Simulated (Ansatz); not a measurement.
Working through a ladder of methods at one geometry of KS

Computed with Ansatz's Python interface.

Input file `ks.xyz`:
```text
2

K     0.00000    0.00000    0.00000
S     0.00000    0.00000    2.93000
```

Run as a notebook:

In [1]:
```python
from pathlib import Path

import ansatz as az
import numpy as np
```

In [2]:
```python
molecule = az.Crystal.molecule_from_extxyz('ks.xyz')
```

In [3]:
```python
calculation = (
    molecule.calculation()
    .basis(gaussian='def2-SVP')
    .spin('collinear', total=1)
)
```

In [4]:
```python
print('functional    E (Ha)        dipole (D)   HOMO (eV)  LUMO (eV)')
for name in ['pbe', 'lc_wpbe', 'r2scan', 'cam_b3lyp', 'blyp', 'revpbe']:
    report = calculation.functional(name).forces().orbitals().run(threads=1, pin='off', runs_dir='runs').report
    lines = Path(report['orbitals_path']).read_text().splitlines()
    field_of = lambda key: [line.split('=')[1].strip() for line in lines if line.startswith(key)]
    orbitals = [(27.211386 * float(e), s, float(n)) for e, s, n in zip(field_of('Ene='), field_of('Spin='), field_of('Occup='))]
    homo = max(e for e, _, n in orbitals if n > 0.5)
    lumo = min(e for e, _, n in orbitals if n < 0.5)
    dipole = 4.803205 * np.linalg.norm(report['charge_distribution']['dipole_moment_e_ang'])
    print(f'{name:10s} {report["free_energy_ev"] / 27.211386246:14.6f} {dipole:9.3f} {homo:11.3f} {lumo:10.3f}')
```
```text
functional    E (Ha)        dipole (D)   HOMO (eV)  LUMO (eV)
pbe           -997.505434     9.089      -3.128     -2.873
lc_wpbe       -997.636811    10.797      -6.617     -0.299
r2scan        -997.839636    10.096      -3.150     -2.241
cam_b3lyp     -997.931008    10.067      -5.313     -1.014
blyp          -997.893502     8.695      -3.021     -2.863
revpbe        -997.724025     9.179      -3.085     -2.755
```

Caveats:
- Total energies depend on the basis set; only differences at equal settings carry meaning.
- The geometry is a force-field or estimated start, not a minimum of this method, and the basis set is short of its limit. A lower total doesn't mark the better method: functionals have no common bound, and MP2 and coupled cluster aren't variational.
- The species is open-shell (spin multiplicity 2).
- Levels such as HOMO and LUMO are orbital energies: with these approximate functionals they aren't the ionisation energy and electron affinity, and their gap isn't the fundamental gap.
- The spin state was assumed, and another may lie lower.
- The whole script took 46 s on 1 thread of Arm Neoverse V2, with other jobs on the host, peak memory 0.25 GiB.
